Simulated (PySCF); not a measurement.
# A diatomic session: CuB

What are the lowest state that PBE0 finds, the bond length, vibrational wavenumber and bond energy of CuB, and how much do these hang on the method?

Method: Cu def2-TZVPP, B def2-TZVPP, no relativity; program: PySCF 2.14.0.

## Step 1: Set-up

The job is set up so:

- atoms: Cu, B
- charge: 0
- basis: Cu def2-TZVPP, B def2-TZVPP
- Hamiltonian: no relativity
- basis functions: 95
- electrons treated: 34
- masses in u: 62.9296, 11.0093
- levels: PBE0, PBE, r²SCAN, r²SCAN0, r²SCANh, B97-3, M06-L, LC-ωPBE, HF, MP2, SCS-MP2, CCSD, CCSD(T)
- grid: 80 radial by 434 angular points
- occupations: held fixed by the projection of orbital angular momentum
- dissociation limit: Cu + B, each in its ground configuration
- starting distance in angstrom: 1.950
- values of 2S to try: 0, 2, 4

Command:

```bash
> OMP_NUM_THREADS=1 python dia.py task.json out
```

After this run come: The PBE0 curve of the state that the search chose; Excited determinants; PBE (GGA); r²SCAN (meta-GGA); r²SCAN0; r²SCANh (hybrid meta-GGA); B97-3 (global hybrid GGA); M06-L (meta-GGA); LC-ωPBE (range-separated hybrid); RHF (mean field); MP2 and coupled cluster.

**Question.** What will these runs give? Wanted: for each run, Re; ωe; De; μ.

The runs gave:

Lowest PBE0 solution found, without spin–orbit coupling: ¹Σ⁺ (singlet), closed shell. State 2 has its PBE0 minimum 0.40 eV higher. State 3 has its PBE0 minimum 0.72 eV higher, as a spin-mixed determinant (⟨S²⟩ = 1.02), so this is no gap between pure states. The other levels ran on the lowest alone.

| level | Re (Å) | ωe (cm⁻¹) | De (eV) | μ (D) |
| --- | --- | --- | --- | --- |
| RHF | 2.190 | 386 | 0.143 | -3.82 |
| RHF-MP2 | 1.863 | 544 | 2.14 | n/a |
| RHF-SCS-MP2 | 1.912 | 500 | 1.95 | n/a |
| RHF-CCSD | 1.992 | 454 | 1.69 | n/a |
| RHF-CCSD(T) | 1.930 | 503 | 2.09 | n/a |
| PBE | 1.920 | 540 | 2.74 | -1.23 |
| r²SCAN | 1.908 | 552 | 2.49 | -1.44 |
| M06-L | 1.924 | 530 | 2.59 | -1.41 |
| r²SCANh | 1.921 | 536 | 2.23 | -1.64 |
| PBE0 | 1.957 | 500 | 2.07 | -1.82 |
| r²SCAN0 | 1.947 | 509 | 1.89 | -1.95 |
| B97-3 | 1.986 | 474 | 2.05 | -1.87 |
| LC-ωPBE | 1.947 | 519 | 1.81 | -2.99 |

De is counted to Cu + B in their ground configurations. A positive dipole means Cu(−)B(+).

Differences from CCSD(T) in the same basis:

| level | Re (mÅ) | ωe (%) |
| --- | --- | --- |
| RHF | +259 | -23.3 |
| RHF-MP2 | -67 | +8.2 |
| RHF-SCS-MP2 | -19 | -0.5 |
| RHF-CCSD | +62 | -9.7 |
| PBE | -10 | +7.3 |
| r²SCAN | -22 | +9.9 |
| M06-L | -6 | +5.4 |
| r²SCANh | -9 | +6.6 |
| PBE0 | +27 | -0.5 |
| r²SCAN0 | +16 | +1.2 |
| B97-3 | +56 | -5.7 |
| LC-ωPBE | +16 | +3.3 |

What this shows: Judged by CCSD(T) in the same basis: best bond length M06-L (-6 mÅ), worst RHF (+259 mÅ); best wavenumber RHF-SCS-MP2 and PBE0 (-0.5 %), worst RHF (-23.3 %). Among the levels with a De in the table, it runs from 0.143 eV (RHF) to 2.74 eV (PBE).

Correlated steps freeze 6 core orbitals.
